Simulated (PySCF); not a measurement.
# H8N4Sm (Sm(NH2)4-): the cost of one run

Method: PBE0, Sm lcecp-1-SVP with ECP51, N def2-SVP, H def2-SVP; scalar-relativistic core potentials, no spin–orbit coupling; program: PySCF 2.14.0.

1 further run of the same task is left out (for a known fault of the program).

**1. Where the work starts**

13 atoms, charge -1, spin multiplicity 1.

Bond lengths: Sm1–N2 2.302 Å, Sm1–N5 2.302 Å, Sm1–N8 2.302 Å, Sm1–N11 2.302 Å, N2–H3 1.018 Å, N2–H4 1.018 Å, N5–H6 1.018 Å, N5–H7 1.018 Å, N8–H9 1.018 Å, N8–H10 1.018 Å, N11–H12 1.018 Å, N11–H13 1.018 Å. Angles: N2–Sm1–N5 109.5°, N2–Sm1–N8 109.5°, N2–Sm1–N11 109.5°, N5–Sm1–N8 109.5°, N5–Sm1–N11 109.5°, N8–Sm1–N11 109.5°, Sm1–N2–H3 125.4°, Sm1–N2–H4 125.4°, H3–N2–H4 109.2°, Sm1–N5–H6 125.4°, Sm1–N5–H7 125.4°, H6–N5–H7 109.2°, Sm1–N8–H9 125.4°, Sm1–N8–H10 125.4°, H9–N8–H10 109.2°, Sm1–N11–H12 125.4°, Sm1–N11–H13 125.4°, H12–N11–H13 109.2°.

As a file:

```xyz
13
H8N4Sm
Sm    0.0000    0.0000    0.0000
N     1.3289    1.3289    1.3289
H     1.6696    1.0827    2.2565
H     1.6696    2.2565    1.0827
N    -1.3289   -1.3289    1.3289
H    -1.6696   -1.0827    2.2565
H    -1.6696   -2.2565    1.0827
N     1.3289   -1.3289   -1.3289
H     1.6696   -2.2565   -1.0827
H     1.6696   -1.0827   -2.2565
N    -1.3289    1.3289   -1.3289
H    -1.6696    2.2565   -1.0827
H    -1.6696    1.0827   -2.2565
```

Formal oxidation states: Sm +3. Each metal's 5 4f electrons lie in its core potential, so multiplicities, spins and levels count the valence alone.

**2. SCF at the start, singlet**

Contents of run.py (the lines that set the calculation):

```python
mol = gto.M(atom='''
Sm     0.00000     0.00000     0.00000
N      1.32890     1.32890     1.32890
H      1.66960     1.08270     2.25650
H      1.66960     2.25650     1.08270
N     -1.32890    -1.32890     1.32890
H     -1.66960    -1.08270     2.25650
H     -1.66960    -2.25650     1.08270
N      1.32890    -1.32890    -1.32890
H      1.66960    -2.25650    -1.08270
H      1.66960    -1.08270    -2.25650
N     -1.32890     1.32890    -1.32890
H     -1.66960     2.25650    -1.08270
H     -1.66960     1.08270    -2.25650''',
    basis={'Sm': 'lcecp-1-SVP', 'N': 'def2-SVP', 'H': 'def2-SVP'},
    ecp={'Sm': 'lcecp-1-SVP'},
    charge=-1, spin=0)
mf = dft.RKS(mol, xc='PBE0')
mf.grids.atom_grid = (50, 194)  # f atoms: unpruned, at least (60, 302)
mf = mf.density_fit()  # fitting sets: Sm AutoAux, N def2-universal-JKFIT, H def2-universal-JKFIT
mf.conv_tol = 1e-08; mf.max_cycle = 55
mf.kernel(dm0)  # dm0: free metal ions and neutral atoms
```

Started as:

```bash
$ OMP_NUM_THREADS=2 python run.py
```

What time and memory should one allow on 2 threads of Arm Neoverse V2, shared host?

About 4.1 s, with a peak of 0.81 GiB.
